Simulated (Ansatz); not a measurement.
# Be: the cost of one run

Computed with Ansatz 0.2.0 (DFT r2SCAN, scalar-relativistic, plane waves, PAW, unless a step's input says otherwise).

### Step 1. The structure to begin with

It takes space group Fm-3m (No. 225, cubic). The conventional cell has a = 3.220 Å, b = 3.220 Å, c = 3.220 Å, α = 90.00°, β = 90.00°, γ = 90.00°. Be (site symmetry m-3m) is surrounded by 12 Be at 2.28 Å.

Coordinates:

```cif
data_structure
_symmetry_space_group_name_H-M 'P 1'
_symmetry_Int_Tables_number 1
_cell_length_a 2.2768
_cell_length_b 2.2768
_cell_length_c 2.2768
_cell_angle_alpha 60.000
_cell_angle_beta 60.000
_cell_angle_gamma 60.000
_cell_volume 8.35
loop_
_atom_site_label
_atom_site_type_symbol
_atom_site_fract_x
_atom_site_fract_y
_atom_site_fract_z
_atom_site_occupancy
Be1 Be 0.00000 0.00000 0.00000 1
```

This is candidate A: fcc type (Fm-3m, No. 225).

(A quick probe on a coarse mesh, which set the mesh and smearing, is not shown.)

### Step 3. Rough relaxation on the coarse mesh (candidate A)

The input, input.yaml:

```yaml
crystal:
  lattice:
    - [0.0, 1.6099113732, 1.6099113732]
    - [1.6099113732, 0.0, 1.6099113732]
    - [1.6099113732, 1.6099113732, 0.0]
  atoms:
    - { symbol: Be, position: [0.0, 0.0, 0.0] }
basis:
  ecutwfc: 500
kpoints:
  mp_grid: { grid: [10, 10, 10] }
hamiltonian:
  xc: r2scan
scf:
  occupations: { method: gaussian, width: 0.1 }
  lower_state_search: "off"
output:
  forces: true
  stress: true
  eigenvalues: true
relax:
  adjacent_minimum: "off"
  f_tol: 0.04
  max_steps: 70
  cell: { stress_tol: 0.4 }
```

**Question.** How long does this run take on 1 thread of an Arm CPU, shared host, and how much memory does it need?

About 2.3 s, with a peak of 0.27 GiB.
